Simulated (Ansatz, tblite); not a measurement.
BiB: GFN1-xTB, run from Python

These are simulated results from tblite 0.8.0, not measurements. The cell was built from a prototype and was relaxed with r2SCAN in plane waves (Ansatz 0.2.0). Not every such cell is a known phase. All runs are without spin polarisation.

The symmetry is P6_3mc (No. 186, hexagonal); a = 3.866 Å, c = 6.375 Å in the conventional setting, 20.63 Å³ an atom. B is surrounded by 4 Bi at 2.37–2.39 Å; Bi is surrounded by 4 B at 2.37–2.39 Å.

tblite solves periodic systems at the zone centre alone, so the script builds a cluster of 3×3×2 conventional cells (72 atoms), which folds in a coarse mesh of k points.

run.py reads:

```python
import json
from ase import Atoms
from ase.build import make_supercell
from ase.units import Bohr, GPa, Hartree
from tblite.interface import Calculator

atoms = Atoms(['B', 'B', 'Bi', 'Bi'],
              cell=[[3.86557651, 0.0, 0.0], [-1.93278826, 3.34768746, 0.0], [0.0, 0.0, 6.37544682]],
              scaled_positions=[[0.333333333, 0.666666667, 0.000243374], [0.666666667, 0.333333333, 0.500243374], [0.333333333, 0.666666667, 0.374756626], [0.666666667, 0.333333333, 0.874756626]],
              pbc=True)
cluster = make_supercell(atoms, [[3, 0, 0], [0, 3, 0], [0, 0, 2]])
calc = Calculator('GFN1-xTB', cluster.numbers, cluster.positions / Bohr, lattice=cluster.cell[:] / Bohr, periodic=cluster.pbc)
calc.set('temperature', 0.02 / Hartree)
calc.set('max-iter', 150)
res = calc.singlepoint()
levels = res.get('orbital-energies') * Hartree
nv = round(res.get('orbital-occupations').sum() / 2)
cells = len(cluster) // len(atoms)
out = {'energy_per_cell': res.get('energy') * Hartree / cells, 'homo': levels[nv - 1], 'lumo': levels[nv],
       'stress': (-res.get('virial') * Hartree / cluster.get_volume() / GPa).tolist(), 'charges': res.get('charges')[:len(atoms)].tolist(), 'electrons': 2 * nv / cells}
json.dump(out, open('results.json', 'w'))
for key, value in out.items():
    print(key, value)
```

Command: `python run.py`. It took 1.6 s on 1 thread of Arm Neoverse V1, on a shared host, peak memory 0.1 GiB.

The log:

```
------------------------------------------------------------
  cycle        total energy    energy error   density error
------------------------------------------------------------
      1     -130.5606136734  -1.3045089E+02   1.0144901E+00
      2     -131.6742323115  -1.1136186E+00   3.9009384E-01
      3     -131.6975825190  -2.3350208E-02   1.4451987E-01
      4     -131.6974239958   1.5852315E-04   1.5188221E-02
      5     -131.6977711322  -3.4713634E-04   4.5981020E-04
      6     -131.6977645428   6.5893401E-06   8.2897672E-04
      7     -131.6977738017  -9.2588544E-06   5.5670099E-04
      8     -131.6977746065  -8.0481522E-07   1.5716674E-05
------------------------------------------------------------

 total:                                   0.862 sec
energy_per_cell -199.09327685372838
homo -8.780650044978143
lumo -8.780650022268134
stress [[-3.2396261557047863, -6.287239814680119e-05, 3.067477074195947e-07], [-6.287239814665545e-05, -3.239698969910705, -1.7710039304853273e-07], [3.0674770740695757e-07, -1.7710039303938043e-07, -6.61073211515868]]
charges [-0.5485043056192698, -0.5485640289927713, 0.5485478784874158, 0.5485492946152848]
electrons 16.0
```

The cycle table is in hartree for the whole cluster, and the lines after it are in eV (the energy for one cell). The printed stress is in GPa and positive in compression, and the pressure is its mean diagonal.

GFN1-xTB gives no gap at the points read. On the same cell, plane-wave PBE (Ansatz, 12×12×4 k points and the special points) gives a gap of 0.09 eV and r2SCAN a gap of 0.20 eV; on shared hosts these took about 12 and 29 core-seconds on the 4-atom cell, against 1.6 for the script. Spin-orbit coupling, left out in all these runs, can cut or reorder the gap by tenths of an eV, up to about 1 eV with Pb or Bi.

The same script was run on cells scaled at fixed shape and fractional coordinates:

```csv
volume (Å³/atom),energy (meV/atom),"pressure (GPa, positive in compression)",gap (eV)
18.15,24.5,9.06,0.00
19.39,-13.8,1.15,0.00
20.63,0.0,-4.36,0.00
21.86,49.1,-8.15,0.00
23.10,122.9,-10.85,0.00
```

A Birch-Murnaghan fit puts the minimum at 19.61 Å³/atom, 4.9 % below the given cell, with a bulk modulus of 98.4 GPa at fixed shape.

xTB was fitted mostly to molecules, and a small cluster samples few k points, so gaps, pressures and kinks along a curve can be far from a solid's.

Spin-orbit coupling is left out; in compounds of Pb, Bi, Tl or Hg it can lower a gap by up to about 1 eV, split its edges or invert the bands.
